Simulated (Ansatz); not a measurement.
# Cu: the cost of one run

Method: DFT PBE, scalar-relativistic, plane waves, PAW, in Ansatz 0.2.0.

### Step 1. The starting structure

Symmetry: Fm-3m, No. 225, cubic system. Conventional cell: a = 3.600 Å, b = 3.600 Å, c = 3.600 Å, α = 90.00°, β = 90.00°, γ = 90.00°. Cu (site symmetry m-3m) has 12 Cu at 2.55 Å as nearest neighbours.

As a file:

```
CELL_PARAMETERS angstrom
2.54558 0.00000 0.00000
0.00000 2.54558 0.00000
0.00000 0.00000 3.60000
ATOMIC_POSITIONS crystal
Cu 0.00000 0.00000 0.00000
Cu 0.50000 0.50000 0.50000
```

### Step 2. Relaxing cell and atoms: Cu, no spin

The input, input.yaml:

```yaml
crystal:
  lattice:
    - [2.5455844123, 0.0, 0.0]
    - [0.0, 2.5455844123, 0.0]
    - [0.0, 0.0, 3.6]
  atoms:
    - { symbol: Cu, position: [0.0, 0.0, 0.0] }
    - { symbol: Cu, position: [0.5, 0.5, 0.5] }
scf:
  occupations: { method: methfessel_paxton, width: 0.1 }
output:
  forces: true
  stress: true
  eigenvalues: true
hamiltonian:
  xc: pbe
kpoints:
  mp_grid: { grid: [16, 16, 12] }
relax:
  f_tol: 0.005
  cell: { stress_tol: 0.02 }
```

On the command line:

```
ansatz run input.yaml --threads 4 --pin off --max-ram 14336MiB --backend cpu --events-out ev --progress --plain --runs-dir out
```

Q: Estimate wall time and peak memory on 4 threads of Intel Xeon Platinum 8175M at 2.50GHz (Skylake/Cascade Lake), shared host.

About 23 s, with a peak of 0.56 GiB.
